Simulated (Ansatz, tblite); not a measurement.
**[Cu(OH)2]- (CuH2O2−): charged states by level of theory**

The task here is to estimate one member of a computed series from the others.

Method: as each input shows; program: Ansatz 0.2.0, Gaussian basis.

Plan: charge 0 doublet, at the geometry of the singlet (PBE0-D4/def2-TZVPD, PBE-D4/def2-TZVPD, r2SCAN-D4/def2-TZVPD, CCSD(T)/def2-TZVPPD); charge 0 doublet, relaxed (PBE0-D4/def2-TZVPD, PBE-D4/def2-TZVPD); the starting singlet's energies come from earlier runs.

## The relaxed structure

The singlet was relaxed beforehand with r2SCAN-D4/def2-TZVPD.

5 atoms, charge -1, spin multiplicity 1.

Atoms are counted from 1 here; the program's logs count them from 0.

Bond lengths: Cu1–O2 1.821 Å, Cu1–O4 1.821 Å, O2–H3 0.965 Å, O4–H5 0.965 Å. Angles: O2–Cu1–O4 175.7°, Cu1–O2–H3 106.7°, Cu1–O4–H5 106.7°.

Formally the metal is d10. No spin-orbit coupling is included. The ion is computed in the gas phase, without counter-ions or solvent.

Set-up of the first run:

in.yaml

```yaml
crystal:
  periodic: [false, false, false]
  atoms:
    - {symbol: Cu, position_ang: [-0.187074, -0.093362, 0.003171]}
    - {symbol: O, position_ang: [-0.283753, 0.010916, 1.818370]}
    - {symbol: H, position_ang: [0.013574, 0.896601, 2.061118]}
    - {symbol: O, position_ang: [-0.211198, -0.257943, -1.809977]}
    - {symbol: H, position_ang: [0.668452, -0.556212, -2.072692]}
basis:
  gaussian: {orbitals: def2-SVP}
magnetization: {spin_polarized: true, initial_magnetization: 1}
hamiltonian: {xc: pbe0, dispersion: d4}
output: {orbitals: {seedname: orbitals}}
```

Launch:

```
$ ansatz run in.yaml --threads 4 --pin off --events-out ev --progress --plain --max-ram 3916MiB
```

Steps of the session up to this table: Charge 0 doublet at the fixed geometry, first pass, PBE0-D4/def2-SVP; Charge 0 doublet at the fixed geometry, PBE0-D4/def2-TZVPD; Charge 0 doublet at the fixed geometry, PBE-D4/def2-TZVPD; Charge 0 doublet at the fixed geometry, r2SCAN-D4/def2-TZVPD; Charge 0 doublet at the fixed geometry, CCSD(T)/def2-TZVPPD.

One table of the session follows, with a row left open; its other results are not shown here.

It belongs to the step «Vertical ionisation energy». 

```
               level  vertical ionisation energy (eV)
      HF/def2-TZVPPD                            -0.16
   PBE-D4/def2-TZVPD                            +2.78
r2SCAN-D4/def2-TZVPD                                ?
  PBE0-D4/def2-TZVPD                            +2.85
     MP2/def2-TZVPPD                            +4.29
    CCSD/def2-TZVPPD                            +2.61
 CCSD(T)/def2-TZVPPD                            +2.95
```

Q: Estimate the row for r2SCAN-D4/def2-TZVPD from the others.

As computed: vertical ionisation energy (eV): +2.75. In the column «vertical ionisation energy (eV)» it lies between CCSD/def2-TZVPPD (+2.61) and PBE-D4/def2-TZVPD (+2.78).

To keep in mind: The anion's highest level is positive in at least one run, so there the basis alone may hold the extra electron.
